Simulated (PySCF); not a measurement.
**wB97X-V/STO-6G run of SiH2Br− (SMILES [SiH2-]Br)**

What is the vertical singlet–triplet gap of SiH2Br− at wB97X-V/STO-6G? The job is set up through a Python script.

The calculation is run with PySCF 2.14.0.

6 further runs of the same task are left out: 6 set aside as unsound or not needed.

## 1. The system as given

The species is SiH2Br− (4 atoms), meant as a singlet with charge -1. SMILES: `[SiH2-]Br`. The coordinates come from a GFN2-xTB relaxation.

Bond lengths: Si1–Br2 2.425 Å, Si1–H3 1.496 Å, Si1–H4 1.496 Å. Angles: Br2–Si1–H3 94.3°, Br2–Si1–H4 94.3°, H3–Si1–H4 98.4°.

## 2. The energy at wB97X-V/STO-6G

input.py

```python
from pyscf import gto, dft

mol = gto.M(
    atom='''
Si    -0.362752    -0.648195    -1.170515
Br     3.189310    -0.512796     1.721673
H     -2.286380    -1.001536     0.871901
H     -0.540178     2.162527    -1.423077
''',
    charge=-1,
    max_memory=1860,
    verbose=3,
    unit='bohr',
    basis='sto-6g',
)

mf = dft.RKS(mol, xc='wb97x-v')
mf.grids.level = 5
mf.conv_tol = 1e-10
mf.nlcgrids.level = 1
mf.kernel()
if not mf.converged:
    mf = mf.newton().run(mf.mo_coeff, mf.mo_occ)

etot = mf.e_tot
print(f'total energy: {etot:.8f} hartree')
```

Run with:

```bash
OMP_NUM_THREADS=1 python input.py
```

Log:

```text
converged SCF energy = -2850.3507901723
total energy: -2850.35079017 hartree
```

It took 24 s on 1 thread of Arm Neoverse V1, shared host; peak memory 0.24 GiB.

## 3. The triplet at the same level

job.py

```python
from pyscf import gto, dft

molecule = gto.M(
    atom='''
Si    -0.362752    -0.648195    -1.170515
Br     3.189310    -0.512796     1.721673
H     -2.286380    -1.001536     0.871901
H     -0.540178     2.162527    -1.423077
''',
    charge=-1,
    basis='sto-6g',
    unit='bohr',
    max_memory=1860,
    verbose=4,
    spin=2,
)

mf = dft.UKS(molecule, xc='wb97x-v')
mf.nlcgrids.level = 1
mf.conv_tol = 1e-10
mf.grids.level = 5
mf.kernel()
if not mf.converged:
    mf = mf.newton().run(mf.mo_coeff, mf.mo_occ)

energy = mf.e_tot
print(f'total energy: {energy:.8f} hartree')
```

Run with:

```bash
OMP_NUM_THREADS=1 python job.py
```

Log:

```text
PySCF version 2.14.0

[INPUT] num. atoms = 4
[INPUT] num. electrons = 52
[INPUT] charge = -1
[INPUT] spin (= nelec alpha-beta = 2S) = 2
[INPUT] symmetry False subgroup None
[INPUT] Mole.unit = bohr
[INPUT] Symbol           X                Y                Z      unit          X                Y                Z       unit  Magmom
[INPUT]  1 Si    -0.191960091616  -0.343010022232  -0.619409863040 AA   -0.362752000000  -0.648195000000  -1.170515000000 Bohr   0.0
[INPUT]  2 Br     1.687710170559  -0.271359957051   0.911070116256 AA    3.189310000000  -0.512796000000   1.721673000000 Bohr   0.0
[INPUT]  3 H     -1.209900191503  -0.529990027116   0.461390139378 AA   -2.286380000000  -1.001536000000   0.871901000000 Bohr   0.0
[INPUT]  4 H     -0.285849887440   1.144360006399  -0.753059917784 AA   -0.540178000000   2.162527000000  -1.423077000000 Bohr   0.0

[... 52 lines left out ...]
WARN: HOMO -0.000497882561978302 >= LUMO -0.250755973146825
[... 46 lines left out ...]
converged SCF energy = -2850.16654099003  <S^2> = 2.0009123  2S+1 = 3.0006081
total energy: -2850.16654099 hartree
```

Wall time 33 s (1 thread of Arm Neoverse V1, shared host); peak memory 0.25 GiB.

## 4. What came out

At wB97X-V/STO-6G:

```
                                                      quantity           value
                                         singlet: total energy  -2850.35079 Eh
                                          singlet: HOMO energy         2.32 eV
                                          singlet: LUMO energy        14.57 eV
singlet: HOMO–LUMO gap (to an unbound level, set by the basis)        12.25 eV
                                         triplet: total energy  -2850.16654 Eh
                   triplet: HOMO energy (highest over α and β)         7.42 eV
                    triplet: LUMO energy (lowest over α and β)         9.48 eV
                                                 triplet: ⟨S²⟩           2.001
              vertical energy of the triplet above the singlet        5.014 eV
```

What this shows: At this shape the triplet lies 5.01 eV (116 kcal/mol) above the singlet. For an anion a state so high probably lies above electron detachment. In a minimal basis such a difference can be off by several eV, whatever the method. The HOMO (singlet) lies at positive energy, 2.32 eV; only total energies tell whether the electron is bound. Mulliken charges (triplet) run from -0.62 on Br2 to +0.09 on Si1. The HOMO (triplet) lies at positive energy, 7.42 eV; only total energies tell whether the electron is bound.
